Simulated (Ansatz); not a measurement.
# CH₅AlFGa: a ladder of functionals and wavefunction methods

One table from this session's results is given with a row withheld; the runs are named, their logs left out.

The runs use Ansatz 0.2.0, Gaussian basis; functionals in def2-TZVPP, the program's frozen cores in correlated methods.

Plan: LDA (SPW92), PBE-D4, revPBE-D4, BLYP-D4, r2SCAN-D4, B97M-V, PBE0-D4, B3LYP-D4, r2SCANh-D4, r2SCAN0-D4, HSE06-D4, BHLYP-D4, CAM-B3LYP-D4, LC-ωPBE, ωB97X-V, ωB97M-V, B2PLYP, PBE-QIDH; CCSD(T)/def2-SVP; CCSD(T)/def2-TZVPP; MP2/def2-QZVPP; extrapolation to the limit; RPA on PBE.

## The relaxed structure

All runs share one geometry, relaxed beforehand with PBE0-D4 in a triple-zeta def2 set.

9 atoms, charge 0, spin multiplicity 1.

Atoms are counted from 1 here; the program's logs count them from 0.

Bond lengths: F1–C2 1.405 Å, C2–Al3 1.987 Å, C2–H5 1.098 Å, C2–H6 1.098 Å, Al3–Ga4 2.514 Å, Al3–H7 1.596 Å, Ga4–H8 1.579 Å, Ga4–H9 1.579 Å. Angles: F1–C2–Al3 109.9°, F1–C2–H5 107.5°, F1–C2–H6 107.5°, Al3–C2–H5 112.8°, Al3–C2–H6 112.8°, H5–C2–H6 106.1°, C2–Al3–Ga4 116.4°, C2–Al3–H7 116.6°, Ga4–Al3–H7 127.1°, Al3–Ga4–H8 122.5°, Al3–Ga4–H9 122.5°, H8–Ga4–H9 114.9°.

Geometry (Å):

```xyz
9
charge 0, multiplicity 1
F    -0.8260    1.5769   -0.9899
C     0.5450    1.4279   -0.7196
Al    0.8597   -0.2679    0.2673
Ga   -1.1706   -1.6636    0.7651
H     0.8680    2.3138   -0.1576
H     1.0760    1.4664   -1.6796
H     2.3718   -0.5966    0.6570
H    -1.7040   -2.7700   -0.2271
H    -2.0199   -1.4869    2.0843
```

The first run:

in.yaml reads:

```yaml
crystal:
  periodic: [false, false, false]
  atoms:
    - {symbol: F, position_ang: [-0.825983, 1.576883, -0.989864]}
    - {symbol: C, position_ang: [0.544972, 1.427943, -0.719607]}
    - {symbol: Al, position_ang: [0.859745, -0.267930, 0.267328]}
    - {symbol: Ga, position_ang: [-1.170608, -1.663616, 0.765079]}
    - {symbol: H, position_ang: [0.868047, 2.313810, -0.157604]}
    - {symbol: H, position_ang: [1.075991, 1.466404, -1.679595]}
    - {symbol: H, position_ang: [2.371753, -0.596572, 0.657006]}
    - {symbol: H, position_ang: [-1.704024, -2.770040, -0.227087]}
    - {symbol: H, position_ang: [-2.019895, -1.486882, 2.084344]}
basis:
  gaussian: {orbitals: def2-TZVPP}
hamiltonian: {xc: lda}
output: {orbitals: {seedname: orbitals}}
```

The run is started by

```
$ ansatz run in.yaml --threads 4 --pin off --events-out ev --progress --plain --max-ram 10444MiB
```

Steps of the session up to this table: LDA; PBE-D4 (GGA); revPBE-D4 (GGA); BLYP-D4 (GGA); r2SCAN-D4 (meta-GGA); B97M-V (meta-GGA); PBE0-D4 (hybrid); B3LYP-D4 (hybrid); r2SCANh-D4 (hybrid); r2SCAN0-D4 (hybrid); HSE06-D4 (hybrid); BHLYP-D4 (hybrid); CAM-B3LYP-D4 (range-separated); LC-ωPBE (range-separated); ωB97X-V (range-separated); ωB97M-V (range-separated); B2PLYP (double hybrid); PBE-QIDH (double hybrid).

One table of the session follows, with a row left open; its other results are not shown here.

It belongs to the step «Orbital energies across the functionals». 

| functional | HOMO (eV) | LUMO (eV) | gap (eV) |
| --- | --- | --- | --- |
| LDA (SPW92) | -6.04 | -3.12 | 2.92 |
| PBE-D4 | -5.93 | -2.87 | 3.06 |
| revPBE-D4 | -5.88 | -2.74 | 3.14 |
| BLYP-D4 | -5.80 | -2.77 | 3.03 |
| r2SCAN-D4 | -6.17 | -2.65 | 3.52 |
| B97M-V | ? | ? | ? |
| PBE0-D4 | -6.99 | -2.07 | 4.92 |
| B3LYP-D4 | -6.81 | -2.30 | 4.50 |
| r2SCANh-D4 | -6.56 | -2.37 | 4.19 |
| r2SCAN0-D4 | -7.14 | -1.96 | 5.18 |
| HSE06-D4 | -6.59 | -2.44 | 4.16 |
| BHLYP-D4 | -7.93 | -1.28 | 6.65 |
| CAM-B3LYP-D4 | -8.23 | -1.13 | 7.11 |
| LC-ωPBE | -9.51 | 0.03 | 9.53 |
| ωB97X-V | -9.19 | -0.12 | 9.07 |
| ωB97M-V | -8.97 | -0.34 | 8.63 |

Estimate the missing values for B97M-V.

The run gave: HOMO (eV): -6.25; LUMO (eV): -2.85; gap (eV): 3.40. In the column «HOMO (eV)» it lies between r2SCANh-D4 (-6.56) and r2SCAN-D4 (-6.17).
